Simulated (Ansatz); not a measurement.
# B₂FH₅Sn: how energies converge with the basis set

How large a basis does B₂FH₅Sn need? Two functionals are run in growing sets.

Method: one geometry, several basis sets; program: Ansatz 0.2.0, Gaussian basis.

The runs, in order: PBE0-D4/def2-SVP; ωB97M-V/def2-SVP; PBE0-D4/def2-QZVPP; ωB97M-V/def2-QZVPP; the functionals' def2-TZVPP values are taken from earlier runs.

### 1 The relaxed structure

The geometry comes from an earlier relaxation with PBE0-D4 in a triple-zeta def2 set; it is a stationary point, not always the lowest conformer. Sn takes the def2 core potential; no spin-orbit term is included.

9 atoms, charge 0, spin multiplicity 1.

Atoms are counted from 1 here; the program's logs count them from 0.

Bond lengths: B1–Sn2 2.238 Å, B1–H5 1.194 Å, B1–H6 1.194 Å, Sn2–B3 2.277 Å, Sn2–H7 1.712 Å, Sn2–H8 1.711 Å, B3–F4 1.317 Å, B3–H9 1.202 Å. Angles: Sn2–B1–H5 120.6°, Sn2–B1–H6 120.7°, H5–B1–H6 118.7°, B1–Sn2–B3 109.5°, B1–Sn2–H7 111.1°, B1–Sn2–H8 111.6°, B3–Sn2–H7 107.6°, B3–Sn2–H8 109.3°, H7–Sn2–H8 107.6°, Sn2–B3–F4 119.5°, Sn2–B3–H9 123.9°, F4–B3–H9 116.7°.

### 2 PBE0-D4 in def2-SVP

Input file in.yaml:

```yaml
crystal:
  periodic: [false, false, false]
  atoms:
    - {symbol: B, position_ang: [-0.981904, 1.640077, 0.017035]}
    - {symbol: Sn, position_ang: [0.696171, 0.213155, -0.379378]}
    - {symbol: B, position_ang: [0.166670, -1.835828, 0.460802]}
    - {symbol: F, position_ang: [-0.471694, -2.702168, -0.298986]}
    - {symbol: H, position_ang: [-1.851910, 1.794579, -0.785873]}
    - {symbol: H, position_ang: [-1.049118, 2.227725, 1.054338]}
    - {symbol: H, position_ang: [2.138242, 0.730189, 0.385635]}
    - {symbol: H, position_ang: [1.021956, 0.071523, -2.053297]}
    - {symbol: H, position_ang: [0.419988, -2.185554, 1.582621]}
basis:
  gaussian: {orbitals: def2-SVP}
hamiltonian: {xc: pbe0, dispersion: d4}
output: {orbitals: {seedname: orbitals}}
```

Started as:

```sh
$ ansatz run in.yaml --threads 2 --pin off --events-out ev --progress --plain --max-ram 4352MiB
```

The runs that follow: ωB97M-V in def2-SVP; PBE0-D4 in def2-QZVPP; ωB97M-V in def2-QZVPP.

Before running them: what should the planned runs give, taken together? Wanted: PBE0-D4: double and triple zeta above quadruple; ωB97M-V: double and triple zeta above quadruple.

The runs gave:

| quantity | value |
| --- | --- |
| PBE0-D4: double and triple zeta above quadruple | 5.39, 0.29 eV |
| ωB97M-V: double and triple zeta above quadruple | 5.62, 0.27 eV |

In words: PBE0-D4 gains 5.11 eV from double to triple zeta, then 0.29 eV more. These are total energies; as a rule much of such shifts cancels in differences, which this series doesn't test.
